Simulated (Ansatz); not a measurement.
Crystal: CsLiCr2Te2S3.

```
Cs Li Cr Te S
1.0
     7.05684    0.00000    0.00000
     0.00000    3.98060    0.00000
    -2.67333    0.00000    8.68168
Cs Li Cr Te S
1 1 2 2 3
Direct
  0.07739 0.00000 0.37706
  0.86424 0.50000 0.78883
  0.12646 0.00000 0.94616
  0.59290 0.50000 0.97165
  0.50838 0.00000 0.15270
  0.55612 0.00000 0.74893
  0.87426 0.00000 0.68502
  0.25176 0.50000 0.84402
  0.96294 0.50000 0.05357
```

The cell was built by a generator and needn't be a form met in nature.

```yaml
Program: Ansatz 0.2.0
Task: relaxation of cell and atoms
Functional: r2SCAN
Dispersion: D4
Potentials_or_basis: Ansatz PAW
Cutoff: "500 eV (not typed: the program's choice for these potentials)"
k_mesh: 3 × 5 × 3
Occupations: fermi-dirac, width 0.05 eV
Spin: collinear spin, ferromagnetic start
Starting_moments: "[0.0, 0.0, 3.0, 3.0, 0.0, 0.0, 0.0, 0.0, 0.0] μB"
```

At the start: volume 27.10 Å³/atom.

Problem. How do energy, volume and symmetry change on relaxing?

Solution. It ends after 7 steps and the volume is 26.19 Å³/atom (-3.4 %); space group Pm (No. 6, to 0.05 Å); moment 6.00 μB per cell.

The path:
| step | energy change (eV) | largest force (eV/Å) | volume (Å³) |
| --- | --- | --- | --- |
| 1 | 0.0000 | 0.3282 | 243.87 |
| 2 | -0.0174 | 0.2169 | 238.86 |
| 3 | -0.0267 | 0.0942 | 237.08 |
| 4 | -0.0302 | 0.0285 | 236.47 |
| 5 | -0.0311 | 0.0135 | 235.78 |
| 6 | -0.0313 | 0.0031 | 235.68 |
| 7 | -0.0301 | 0.0031 | 235.68 |

Final structure:
```cif
data_structure
_symmetry_space_group_name_H-M 'P 1'
_symmetry_Int_Tables_number 1
_cell_length_a 7.0628
_cell_length_b 3.9391
_cell_length_c 8.8903
_cell_angle_alpha 90.000
_cell_angle_beta 107.656
_cell_angle_gamma 90.000
_cell_volume 235.68
loop_
_atom_site_label
_atom_site_type_symbol
_atom_site_fract_x
_atom_site_fract_y
_atom_site_fract_z
_atom_site_occupancy
Cs1 Cs 0.08289 0.00000 0.38463 1
Li1 Li 0.86110 0.50000 0.78626 1
Cr1 Cr 0.12737 0.00000 0.94707 1
Cr2 Cr 0.59192 0.50000 0.97323 1
Te1 Te 0.51102 0.00000 0.16129 1
Te2 Te 0.55597 0.00000 0.74262 1
S1 S 0.86914 0.00000 0.67929 1
S2 S 0.24988 0.50000 0.83804 1
S3 S 0.96516 0.50000 0.05552 1
```

Caveat: the magnetic or orbital state may not be the lowest; the plane-wave basis is chosen anew once the cell has moved, so the energies of steps on either side of that aren't comparable; only a ferromagnetic start was run, and an antiferromagnetic order may lie lower in energy; the PAW data sets come from PBE, with cores solved anew for the run's functional, which leaves a small shift of forces and pressure.
